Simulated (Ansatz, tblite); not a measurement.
# BODIPY (C13H15BF2N2): removing and adding an electron, part 2 of 3

What does removing or adding an electron cost or gain for BODIPY (C13H15BF2N2)? Each charged state is run at several levels.

Ansatz 0.2.0, Gaussian basis; as each input shows.

## 6. Relaxing the charge +1 doublet

File in.yaml:

```yaml
crystal:
  periodic: [false, false, false]
  atoms:
    - {symbol: C, position_ang: [2.621018, -3.003489, 0.336560]}
    - {symbol: C, position_ang: [2.392651, -1.539797, 0.129377]}
    - {symbol: C, position_ang: [3.345818, -0.538056, -0.085225]}
    - {symbol: C, position_ang: [2.658341, 0.697073, -0.252881]}
    - {symbol: C, position_ang: [3.226020, 2.050665, -0.508821]}
    - {symbol: N, position_ang: [1.324843, 0.480470, -0.141768]}
    - {symbol: C, position_ang: [1.119170, -0.879245, 0.094386]}
    - {symbol: C, position_ang: [-0.174305, -1.386802, 0.249568]}
    - {symbol: C, position_ang: [-1.300135, -0.561953, 0.169793]}
    - {symbol: C, position_ang: [-2.695929, -0.872612, 0.291831]}
    - {symbol: C, position_ang: [-3.277587, -2.227754, 0.542441]}
    - {symbol: C, position_ang: [-3.370973, 0.341010, 0.122519]}
    - {symbol: C, position_ang: [-2.400524, 1.359675, -0.095834]}
    - {symbol: C, position_ang: [-2.615776, 2.815457, -0.328739]}
    - {symbol: N, position_ang: [-1.163570, 0.806468, -0.066165]}
    - {symbol: B, position_ang: [0.196598, 1.562957, -0.253064]}
    - {symbol: F, position_ang: [0.237678, 2.166716, -1.515490]}
    - {symbol: F, position_ang: [0.352058, 2.521109, 0.756788]}
    - {symbol: H, position_ang: [2.039336, -3.396456, 1.195863]}
    - {symbol: H, position_ang: [2.319205, -3.594484, -0.554973]}
    - {symbol: H, position_ang: [3.690203, -3.216778, 0.527374]}
    - {symbol: H, position_ang: [4.434798, -0.662496, -0.121729]}
    - {symbol: H, position_ang: [2.877755, 2.766863, 0.262883]}
    - {symbol: H, position_ang: [2.861903, 2.445367, -1.479655]}
    - {symbol: H, position_ang: [4.330672, 2.023042, -0.516098]}
    - {symbol: H, position_ang: [-0.309956, -2.461913, 0.436800]}
    - {symbol: H, position_ang: [-4.378923, -2.176762, 0.637781]}
    - {symbol: H, position_ang: [-3.045509, -2.933760, -0.283117]}
    - {symbol: H, position_ang: [-2.880048, -2.681125, 1.474815]}
    - {symbol: H, position_ang: [-4.455598, 0.500666, 0.150539]}
    - {symbol: H, position_ang: [-3.690278, 3.069812, -0.286446]}
    - {symbol: H, position_ang: [-2.063807, 3.412144, 0.425800]}
    - {symbol: H, position_ang: [-2.205138, 3.114019, -1.315103]}
basis:
  gaussian: {orbitals: def2-SVP}
total_charge: 1
magnetization: {spin_polarized: true, initial_magnetization: 1}
hamiltonian: {xc: pbe, dispersion: d4}
scf: {lower_state_search: "off"}
output: {orbitals: {seedname: orbitals}}
relax: {f_tol: 0.03, max_steps: 70}
```

Started as:

```
ansatz run in.yaml --threads 2 --pin off --events-out ev --progress --plain --max-ram 31744MiB --backend cuda --devices 0, --max-vram 18GiB
```

The log of the run:

```text
Functional definition: PBE
  name "PBE"
  cite "Perdew, Burke & Ernzerhof, Phys. Rev. Lett. 77, 3865 (1996) doi:10.1103/PhysRevLett.77.3865"
  parent pbe
  parameter kappa = 0.804
  parameter beta = 0.06672455060314922
  exchange = pbe_x(kappa = kappa, mu = beta*pi^2/3)
  correlation = pbe_c(beta = beta)
these checks for a lower state are left out or cut short: stability, starts, cluster_reference, orbital_swaps, neighbouring_geometries, increment
3718 factors; their error is unknown
mean field evaluation 1: about -22740.7233 eV, gradient 7.9e1 eV
mean field evaluation 2: about -22712.1339 eV, gradient 1.1e2 eV
mean field evaluation 4: about -22770.0754 eV, gradient 9.4e0 eV
mean field evaluation 8: about -22770.5263 eV, gradient 2.4e-1 eV
mean field evaluation 16: about -22770.3099 eV, gradient 1.9e-2 eV
mean field -22770.30991958 eV, -836.7934552742 hartree, gradient 9.9e-6 eV, S^2 0.760736; 0 other end points of the search recorded, 0 dependent functions left out
the calculation of the forces begins
reference -22770.30998479 eV, -836.7934576704 hartree; 65, 64 occupied and 262, 263 virtual orbitals, 3718 factors
relax step   1: F+E_penalty+E_count = -22771.43416354 eV  Δ(F+E_penalty+E_count) = +0.000e0 eV  max|allowed force component| = 1.458e0 eV/Å  Δτ_max = 0.0000 Å  (26 SCF iters, accepted)
these checks for a lower state are left out or cut short: stability, starts, cluster_reference, orbital_swaps, neighbouring_geometries, increment
3718 factors; their error is unknown
mean field evaluation 32: about -22770.6094 eV, gradient 2.0e-2 eV
mean field -22770.39099810 eV, -836.7964348548 hartree, gradient 1.3e-6 eV, S^2 0.760904; 0 other end points of the search recorded, 0 dependent functions left out
the calculation of the forces begins
reference -22770.39106321 eV, -836.7964372476 hartree; 65, 64 occupied and 262, 263 virtual orbitals, 3718 factors
relax step   2: F+E_penalty+E_count = -22771.51545473 eV  Δ(F+E_penalty+E_count) = -8.129e-2 eV  max|allowed force component| = 6.307e-1 eV/Å  Δτ_max = 0.0234 Å  (28 SCF iters, accepted)
these checks for a lower state are left out or cut short: stability, starts, cluster_reference, orbital_swaps, neighbouring_geometries, increment
3718 factors; their error is unknown
mean field -22770.41162534 eV, -836.7971928919 hartree, gradient 2.8e-6 eV, S^2 0.761085; 0 other end points of the search recorded, 0 dependent functions left out
the calculation of the forces begins
reference -22770.41169045 eV, -836.7971952847 hartree; 65, 64 occupied and 262, 263 virtual orbitals, 3718 factors
relax step   3: F+E_penalty+E_count = -22771.53561311 eV  Δ(F+E_penalty+E_count) = -2.016e-2 eV  max|allowed force component| = 1.683e-1 eV/Å  Δτ_max = 0.0304 Å  (28 SCF iters, accepted)
these checks for a lower state are left out or cut short: stability, starts, cluster_reference, orbital_swaps, neighbouring_geometries, increment
3718 factors; their error is unknown
mean field -22770.41334900 eV, -836.7972562352 hartree, gradient 1.9e-6 eV, S^2 0.761095; 0 other end points of the search recorded, 0 dependent functions left out
the calculation of the forces begins
reference -22770.41341411 eV, -836.7972586279 hartree; 65, 64 occupied and 262, 263 virtual orbitals, 3718 factors
relax step   4: F+E_penalty+E_count = -22771.53697241 eV  Δ(F+E_penalty+E_count) = -1.359e-3 eV  max|allowed force component| = 6.924e-2 eV/Å  Δτ_max = 0.0180 Å  (25 SCF iters, accepted)
these checks for a lower state are left out or cut short: stability, starts, cluster_reference, orbital_swaps, neighbouring_geometries, increment
3718 factors; their error is unknown
mean field -22770.41441803 eV, -836.7972955215 hartree, gradient 2.0e-6 eV, S^2 0.761120; 0 other end points of the search recorded, 0 dependent functions left out
the calculation of the forces begins
reference -22770.41448318 eV, -836.7972979156 hartree; 65, 64 occupied and 262, 263 virtual orbitals, 3718 factors
relax step   5: F+E_penalty+E_count = -22771.53788021 eV  Δ(F+E_penalty+E_count) = -9.078e-4 eV  max|allowed force component| = 3.229e-2 eV/Å  Δτ_max = 0.0190 Å  (25 SCF iters, accepted)
these checks for a lower state are left out or cut short: stability, starts, cluster_reference, orbital_swaps, neighbouring_geometries, increment
3718 factors; their error is unknown
mean field evaluation 64: about -22770.6326 eV, gradient 2.2e-3 eV
mean field -22770.41471316 eV, -836.7973063671 hartree, gradient 1.8e-6 eV, S^2 0.761131; 0 other end points of the search recorded, 0 dependent functions left out
the calculation of the forces begins
reference -22770.41477833 eV, -836.7973087620 hartree; 65, 64 occupied and 262, 263 virtual orbitals, 3718 factors
relax step   6: F+E_penalty+E_count = -22771.53820640 eV  Δ(F+E_penalty+E_count) = -3.262e-4 eV  max|allowed force component| = 2.736e-2 eV/Å  Δτ_max = 0.0208 Å  (23 SCF iters, accepted)
these checks for a lower state are left out or cut short: stability, starts, cluster_reference, orbital_swaps, neighbouring_geometries, increment
3718 factors; their error is unknown
mean field -22770.41515781 eV, -836.7973227079 hartree, gradient 1.9e-6 eV, S^2 0.761139; 0 other end points of the search recorded, 0 dependent functions left out
the calculation of the forces begins
reference -22770.41522301 eV, -836.7973251040 hartree; 65, 64 occupied and 262, 263 virtual orbitals, 3718 factors
relax step   7: F+E_penalty+E_count = -22771.53865237 eV  Δ(F+E_penalty+E_count) = -4.460e-4 eV  max|allowed force component| = 3.418e-2 eV/Å  Δτ_max = 0.0469 Å  (22 SCF iters, accepted)
these checks for a lower state are left out or cut short: stability, starts, cluster_reference, orbital_swaps, neighbouring_geometries, increment
3718 factors; their error is unknown
mean field -22770.41541103 eV, -836.7973320135 hartree, gradient 1.9e-6 eV, S^2 0.761139; 0 other end points of the search recorded, 0 dependent functions left out
the calculation of the forces begins
reference -22770.41547624 eV, -836.7973344100 hartree; 65, 64 occupied and 262, 263 virtual orbitals, 3718 factors
relax step   8: F+E_penalty+E_count = -22771.53893977 eV  Δ(F+E_penalty+E_count) = -2.874e-4 eV  max|allowed force component| = 4.987e-2 eV/Å  Δτ_max = 0.0308 Å  (22 SCF iters, accepted)
these checks for a lower state are left out or cut short: stability, starts, cluster_reference, orbital_swaps, neighbouring_geometries, increment
3718 factors; their error is unknown
mean field -22770.41557023 eV, -836.7973378639 hartree, gradient 1.9e-6 eV, S^2 0.761132; 0 other end points of the search recorded, 0 dependent functions left out
the calculation of the forces begins
reference -22770.41563544 eV, -836.7973402605 hartree; 65, 64 occupied and 262, 263 virtual orbitals, 3718 factors
relax step   9: F+E_penalty+E_count = -22771.53912417 eV  Δ(F+E_penalty+E_count) = -1.844e-4 eV  max|allowed force component| = 6.272e-2 eV/Å  Δτ_max = 0.0342 Å  (22 SCF iters, accepted)
these checks for a lower state are left out or cut short: stability, starts, cluster_reference, orbital_swaps, neighbouring_geometries, increment
3718 factors; their error is unknown
mean field evaluation 96: about -22770.4157 eV, gradient 3.0e-6 eV
mean field -22770.41568048 eV, -836.7973419155 hartree, gradient 3.0e-6 eV, S^2 0.761126; 0 other end points of the search recorded, 0 dependent functions left out
the calculation of the forces begins
reference -22770.41574570 eV, -836.7973443122 hartree; 65, 64 occupied and 262, 263 virtual orbitals, 3718 factors
relax step  10: F+E_penalty+E_count = -22771.53924183 eV  Δ(F+E_penalty+E_count) = -1.177e-4 eV  max|allowed force component| = 5.882e-2 eV/Å  Δτ_max = 0.0241 Å  (22 SCF iters, accepted)
these checks for a lower state are left out or cut short: stability, starts, cluster_reference, orbital_swaps, neighbouring_geometries, increment
3718 factors; their error is unknown
mean field -22770.41591003 eV, -836.7973503513 hartree, gradient 1.3e-6 eV, S^2 0.761132; 0 other end points of the search recorded, 0 dependent functions left out
the calculation of the forces begins
reference -22770.41597524 eV, -836.7973527478 hartree; 65, 64 occupied and 262, 263 virtual orbitals, 3718 factors
relax step  11: F+E_penalty+E_count = -22771.53950766 eV  Δ(F+E_penalty+E_count) = -2.658e-4 eV  max|allowed force component| = 1.498e-3 eV/Å  Δτ_max = 0.0088 Å  (18 SCF iters, accepted)
Total energy: -22771.53957287 eV, -836.8386441990 hartree
Atom 0 at     2.603963    -3.001154     0.350366 Å, force     0.000619    -0.000688    -0.000322 eV/Å
Atom 1 at     2.412216    -1.543228     0.126825 Å, force     0.000374     0.000421    -0.000984 eV/Å
Atom 2 at     3.354908    -0.556744    -0.079670 Å, force     0.000012    -0.001498     0.000153 eV/Å
Atom 3 at     2.663440     0.702789    -0.248896 Å, force    -0.000062     0.000199     0.001017 eV/Å
Atom 4 at     3.244121     2.035795    -0.494674 Å, force     0.000242     0.000310    -0.001015 eV/Å
Atom 5 at     1.326092     0.496524    -0.148405 Å, force     0.000454     0.000208     0.000429 eV/Å
Atom 6 at     1.116809    -0.854190     0.080654 Å, force    -0.000395    -0.000562    -0.000766 eV/Å
Atom 7 at    -0.172759    -1.375333     0.231039 Å, force    -0.000518    -0.000734    -0.000356 eV/Å
Atom 8 at    -1.291851    -0.539388     0.153541 Å, force    -0.000532     0.000141     0.000035 eV/Å
Atom 9 at    -2.715674    -0.872933     0.282141 Å, force    -0.000270    -0.000094    -0.000565 eV/Å
Atom 10 at    -3.261617    -2.233910     0.531192 Å, force    -0.000107     0.000311    -0.000418 eV/Å
Atom 11 at    -3.384013     0.323931     0.123217 Å, force    -0.000035    -0.000458     0.000796 eV/Å
Atom 12 at    -2.403599     1.364886    -0.096871 Å, force    -0.000536    -0.000261    -0.000380 eV/Å
Atom 13 at    -2.636090     2.804122    -0.318386 Å, force    -0.000061     0.000383    -0.000029 eV/Å
Atom 14 at    -1.160531     0.821426    -0.073765 Å, force     0.000065     0.000406    -0.000237 eV/Å
Atom 15 at     0.201082     1.601471    -0.272472 Å, force     0.000397     0.001259    -0.000401 eV/Å
Atom 16 at     0.236716     2.163330    -1.536389 Å, force    -0.000168     0.000145     0.000676 eV/Å
Atom 17 at     0.353522     2.537782     0.734915 Å, force    -0.000061    -0.000704    -0.000387 eV/Å
Atom 18 at     2.160786    -3.323602     1.316273 Å, force     0.000887     0.000120     0.000888 eV/Å
Atom 19 at     2.110022    -3.598626    -0.445284 Å, force    -0.000812     0.000889     0.000538 eV/Å
Atom 20 at     3.676445    -3.267389     0.360079 Å, force     0.000008    -0.000306     0.000004 eV/Å
Atom 21 at     4.444164    -0.676025    -0.114703 Å, force     0.000077     0.000327     0.000039 eV/Å
Atom 22 at     2.911087     2.743023     0.295996 Å, force    -0.000253    -0.000545     0.000038 eV/Å
Atom 23 at     2.836649     2.453939    -1.441139 Å, force     0.000451     0.000475     0.000630 eV/Å
Atom 24 at     4.345922     2.004857    -0.537548 Å, force     0.000104    -0.000214    -0.000419 eV/Å
Atom 25 at    -0.307880    -2.450779     0.411978 Å, force     0.000316     0.000888     0.000485 eV/Å
Atom 26 at    -4.364989    -2.218428     0.590490 Å, force    -0.000071    -0.000007     0.000022 eV/Å
Atom 27 at    -2.971359    -2.938672    -0.276769 Å, force     0.000394     0.000060     0.000173 eV/Å
Atom 28 at    -2.872589    -2.656722     1.481715 Å, force    -0.000152    -0.000269     0.000198 eV/Å
Atom 29 at    -4.467466     0.488664     0.153606 Å, force    -0.000059     0.000017    -0.000384 eV/Å
Atom 30 at    -3.709711     3.056660    -0.300203 Å, force    -0.000032     0.000011     0.000158 eV/Å
Atom 31 at    -2.090529     3.395468     0.449104 Å, force    -0.000368     0.000344    -0.000390 eV/Å
Atom 32 at    -2.187276     3.112485    -1.287946 Å, force     0.000093    -0.000571     0.000772 eV/Å
Dipole moment:    -0.110121    -0.876838     0.147874 e Å
Checks for a lower state left out: stability, starts, cluster_reference, orbital_swaps, neighbouring_geometries, increment
```

Run time: 43 s. Hardware: 1 × H100 (card shared with other runs) with 2 threads of AMD EPYC 7R13, shared host; peak host memory 1 GiB.

Step by step:

| step | energy from step 1 (eV) | largest force component (eV/Å) |
| --- | --- | --- |
| 1 | 0.0000 | 1.4585 |
| 2 | -0.0813 | 0.6307 |
| 3 | -0.1014 | 0.1683 |
| 4 | -0.1028 | 0.0692 |
| 5 | -0.1037 | 0.0323 |
| 6 | -0.1040 | 0.0274 |
| 7 | -0.1045 | 0.0342 |
| 8 | -0.1048 | 0.0499 |
| 9 | -0.1050 | 0.0627 |
| 10 | -0.1051 | 0.0588 |
| 11 | -0.1053 | 0.0015 |

The force was under the threshold of 0.03 eV/Å already at step 6, but the program went on to step 11.

Close pairs (by a distance rule), those that changed most:

| bond | before (Å) | after (Å) | change (Å) |
| --- | --- | --- | --- |
| C2–C7 | 1.435 | 1.468 | +0.033 |
| C9–C10 | 1.435 | 1.468 | +0.033 |
| C3–C4 | 1.423 | 1.447 | +0.023 |
| C12–C13 | 1.424 | 1.447 | +0.023 |
| C2–C3 | 1.399 | 1.380 | -0.019 |
| C10–C12 | 1.399 | 1.380 | -0.019 |
| B16–F18 | 1.401 | 1.384 | -0.017 |
| B16–F17 | 1.400 | 1.384 | -0.016 |

## 7. Charge +1 doublet, PBE0-D4/def2-TZVP

File in.yaml:

```yaml
crystal:
  periodic: [false, false, false]
  atoms:
    - {symbol: C, position_ang: [2.603963, -3.001154, 0.350366]}
    - {symbol: C, position_ang: [2.412216, -1.543228, 0.126825]}
    - {symbol: C, position_ang: [3.354908, -0.556744, -0.079670]}
    - {symbol: C, position_ang: [2.663440, 0.702789, -0.248896]}
    - {symbol: C, position_ang: [3.244121, 2.035795, -0.494674]}
    - {symbol: N, position_ang: [1.326092, 0.496524, -0.148405]}
    - {symbol: C, position_ang: [1.116809, -0.854190, 0.080654]}
    - {symbol: C, position_ang: [-0.172759, -1.375333, 0.231039]}
    - {symbol: C, position_ang: [-1.291851, -0.539388, 0.153541]}
    - {symbol: C, position_ang: [-2.715674, -0.872933, 0.282141]}
    - {symbol: C, position_ang: [-3.261617, -2.233910, 0.531192]}
    - {symbol: C, position_ang: [-3.384013, 0.323931, 0.123217]}
    - {symbol: C, position_ang: [-2.403599, 1.364886, -0.096871]}
    - {symbol: C, position_ang: [-2.636090, 2.804122, -0.318386]}
    - {symbol: N, position_ang: [-1.160531, 0.821426, -0.073765]}
    - {symbol: B, position_ang: [0.201082, 1.601471, -0.272472]}
    - {symbol: F, position_ang: [0.236716, 2.163330, -1.536389]}
    - {symbol: F, position_ang: [0.353522, 2.537782, 0.734915]}
    - {symbol: H, position_ang: [2.160786, -3.323602, 1.316273]}
    - {symbol: H, position_ang: [2.110022, -3.598626, -0.445284]}
    - {symbol: H, position_ang: [3.676445, -3.267389, 0.360079]}
    - {symbol: H, position_ang: [4.444164, -0.676025, -0.114703]}
    - {symbol: H, position_ang: [2.911087, 2.743023, 0.295996]}
    - {symbol: H, position_ang: [2.836649, 2.453939, -1.441139]}
    - {symbol: H, position_ang: [4.345922, 2.004857, -0.537548]}
    - {symbol: H, position_ang: [-0.307880, -2.450779, 0.411978]}
    - {symbol: H, position_ang: [-4.364989, -2.218428, 0.590490]}
    - {symbol: H, position_ang: [-2.971359, -2.938672, -0.276769]}
    - {symbol: H, position_ang: [-2.872589, -2.656722, 1.481715]}
    - {symbol: H, position_ang: [-4.467466, 0.488664, 0.153606]}
    - {symbol: H, position_ang: [-3.709711, 3.056660, -0.300203]}
    - {symbol: H, position_ang: [-2.090529, 3.395468, 0.449104]}
    - {symbol: H, position_ang: [-2.187276, 3.112485, -1.287946]}
basis:
  gaussian: {orbitals: def2-TZVP, fitting: {mean_field: def2-universal-jkfit}, initial_orbitals: start.molden}
total_charge: 1
magnetization: {spin_polarized: true, initial_magnetization: 1}
hamiltonian: {xc: pbe0, dispersion: d4}
scf: {omitted_lower_state_checks: [starts]}
output: {orbitals: {seedname: orbitals}}
```

Launched as before.

The log of the run, shortened:

```text
Functional definition: PBE0
  name "PBE0"
  cite "Adamo & Barone, J. Chem. Phys. 110, 6158 (1999) doi:10.1063/1.478522"
  cite "Perdew, Burke & Ernzerhof, Phys. Rev. Lett. 77, 3865 (1996) doi:10.1103/PhysRevLett.77.3865"
  parent pbe
[...]
1628 factors; integrals over basis functions are off by at most 1.6e0 eV
[...]
mean field -22796.79662335 eV, -837.7668236844 hartree, gradient 2.3e-5 eV, S^2 0.803815; 0 other end points of the search recorded, 0 dependent functions left out
reference -22796.79667476 eV, -837.7668255738 hartree; 65, 64 occupied and 583, 584 virtual orbitals, 1628 factors
Total energy: -22797.76476155 eV, -837.8024021069 hartree
Checks for a lower state left out: starts
```

Wall time 7.5 s (1 × H100 (card shared with other runs) with 2 threads of AMD EPYC 7R13, shared host); peak host memory 1.1 GiB.

HOMO -10.58 eV, LUMO -8.23 eV (over both spins); ⟨S²⟩ 0.804 (pure: 0.75).

## 8. Charge +1 doublet, PBE-D4/def2-TZVP

Changes to in.yaml since step 7:

```diff
@@ -40,3 +40,3 @@
 magnetization: {spin_polarized: true, initial_magnetization: 1}
-hamiltonian: {xc: pbe0, dispersion: d4}
+hamiltonian: {xc: pbe, dispersion: d4}
 scf: {omitted_lower_state_checks: [starts]}
```

The command is unchanged.

The log of the run, shortened:

```text
Functional definition: PBE
  name "PBE"
  cite "Perdew, Burke & Ernzerhof, Phys. Rev. Lett. 77, 3865 (1996) doi:10.1103/PhysRevLett.77.3865"
  parent pbe
[...]
1628 factors; integrals over basis functions are off by at most 1.6e0 eV
[...]
mean field -22795.14288148 eV, -837.7060497914 hartree, gradient 4.3e-5 eV, S^2 0.761165; 0 other end points of the search recorded, 0 dependent functions left out
reference -22795.14295044 eV, -837.7060523258 hartree; 65, 64 occupied and 583, 584 virtual orbitals, 1628 factors
Total energy: -22796.26654801 eV, -837.7473437751 hartree
Checks for a lower state left out: starts
```

It took 7 s on 1 × H100 (card shared with other runs) with 2 threads of AMD EPYC 7R13, shared host; peak host memory 1.1 GiB.

Report: HOMO -9.62 eV, LUMO -9.04 eV (over both spins); ⟨S²⟩ 0.761 (pure: 0.75).

## 9. Adiabatic ionisation energy

Charged state less starting state, singlet to doublet; the starting state's energies are those of its earlier runs.

| level | adiabatic ionisation energy (eV) | time |
| --- | --- | --- |
| PBE-D4/def2-TZVP | +7.13 | 12 s |
| PBE0-D4/def2-TZVP | +7.08 | 12 s |

Times add the two runs; a level without a time comes out of a correlated run.

(Continued in part 3 of 3.)
